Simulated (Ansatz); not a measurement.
**CCl₂InN: one species, many methods**

One table from this session's results is given with a row withheld; the runs are named, their logs left out.

Computed with Ansatz 0.2.0, Gaussian basis. Level: functionals in def2-TZVPP, the program's frozen cores in correlated methods.

Plan: LDA (SPW92), PBE-D4, revPBE-D4, BLYP-D4, r2SCAN-D4, B97M-V, PBE0-D4, B3LYP-D4, r2SCANh-D4, r2SCAN0-D4, HSE06-D4, BHLYP-D4, CAM-B3LYP-D4, LC-ωPBE, ωB97X-V, ωB97M-V, B2PLYP, PBE-QIDH; CCSD(T)/def2-SVP; CCSD(T)/def2-TZVPP; MP2/def2-QZVPP; extrapolation to the limit; RPA on PBE.

**The relaxed structure**

All runs share one geometry, relaxed beforehand with PBE0-D4 in a triple-zeta def2 set. In takes the def2 core potential; no spin-orbit term is included.

SMILES `N#[C][In]([Cl])[Cl]`, 5 atoms, charge 0, spin multiplicity 1.

Atoms are counted from 1 here; the program's logs count them from 0.

Bond lengths: N1–C2 1.152 Å, C2–In3 2.090 Å, In3–Cl4 2.288 Å, In3–Cl5 2.288 Å. Angles: N1–C2–In3 179.8°, C2–In3–Cl4 120.7°, C2–In3–Cl5 120.7°, Cl4–In3–Cl5 118.6°.

The first run:

Input file in.yaml:

```yaml
crystal:
  periodic: [false, false, false]
  atoms:
    - {symbol: N, position_ang: [0.982005, -1.467544, 1.974236]}
    - {symbol: C, position_ang: [0.557916, -0.832137, 1.111348]}
    - {symbol: In, position_ang: [-0.210388, 0.315025, -0.457390]}
    - {symbol: Cl, position_ang: [-1.894662, -0.494016, -1.778652]}
    - {symbol: Cl, position_ang: [0.615029, 2.404871, -0.890942]}
basis:
  gaussian: {orbitals: def2-TZVPP}
hamiltonian: {xc: lda}
output: {orbitals: {seedname: orbitals}}
```

Among the steps run: LDA; PBE-D4 (GGA); revPBE-D4 (GGA); BLYP-D4 (GGA); r2SCAN-D4 (meta-GGA); B97M-V (meta-GGA); PBE0-D4 (hybrid); B3LYP-D4 (hybrid); r2SCANh-D4 (hybrid); r2SCAN0-D4 (hybrid); HSE06-D4 (hybrid); BHLYP-D4 (hybrid); CAM-B3LYP-D4 (range-separated); LC-ωPBE-D4 (range-separated; the results give it without D4); ωB97X-V (range-separated); ωB97M-V (range-separated); B2PLYP (double hybrid); PBE-QIDH (double hybrid).

One table of the session follows, with a row left open; its other results are not shown here.

It belongs to the step «Frontier levels by functional». 

```
  functional  HOMO (eV)  LUMO (eV)  gap (eV)
 LDA (SPW92)      -8.42      -3.85      4.57
      PBE-D4      -8.24      -3.51      4.72
   revPBE-D4      -8.17      -3.39      4.79
     BLYP-D4          ?          ?         ?
   r2SCAN-D4      -8.61      -3.31      5.30
      B97M-V      -8.67      -3.36      5.31
     PBE0-D4      -9.67      -2.66      7.01
    B3LYP-D4      -9.38      -2.95      6.43
  r2SCANh-D4      -9.14      -2.99      6.15
  r2SCAN0-D4      -9.92      -2.56      7.36
    HSE06-D4      -9.27      -3.03      6.24
    BHLYP-D4     -10.94      -1.96      8.98
CAM-B3LYP-D4     -11.05      -1.80      9.25
     LC-ωPBE     -12.50      -0.61     11.89
     ωB97X-V     -12.10      -0.75     11.35
     ωB97M-V     -11.94      -0.94     11.01
```

**Question.** Estimate the row for BLYP-D4.

Worked estimate for «HOMO (eV)». Against the share of exact exchange, B3LYP-D4 (0.2, -9.38), BHLYP-D4 (0.5, -10.94) give a slope of -5.20 per unit share; at 0 the line stands at -8.34.

The run gave: HOMO (eV): -8.07; LUMO (eV): -3.49; gap (eV): 4.59. In «HOMO (eV)» the line misses by -0.27.
